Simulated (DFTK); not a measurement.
# HfIn4SiO6 in DFTK: the effect of occupations

The system is HfIn4SiO6.

```
CELL_PARAMETERS angstrom
2.71585 -4.70357 0.00833
2.71585 4.70357 0.00833
-1.87915 0.00000 7.40127
ATOMIC_POSITIONS crystal
Hf 0.78835 0.21165 0.00000
In 0.62175 0.37825 0.50000
In 0.45502 0.54498 0.00000
In 0.28407 0.71593 0.50000
In 0.95814 0.04186 0.50000
Si 0.12168 0.87832 0.00000
O 0.06219 0.11415 0.86666
O 0.88585 0.93781 0.13334
O 0.79490 0.53784 0.86663
O 0.46216 0.20510 0.13337
O 0.15352 0.62879 0.13333
O 0.37121 0.84648 0.86667
```

The cell was built by a generator and needn't be a form met in nature.

Alike in all runs:

```yaml
Program: DFTK 0.8.2
Task: single point
Functional: PBE
Potentials_or_basis: dojo.nc.sr.pbe.v0_4_1.standard.upf (PBE)
Cutoff: 1143 eV
k_mesh: 3 × 3 × 2
Spin: no spin polarisation
```

```tsv
occupations	largest force (eV/Å)
fermi-dirac	0.15
gaussian	?
cold	0.34
methfessel-paxton order 1	0.33
methfessel-paxton order 2	0.36
```

Question: What does the run with occupations gaussian give?

Answer: Largest force 0.27 eV/Å.

Caveats: all runs use coarse meshes.
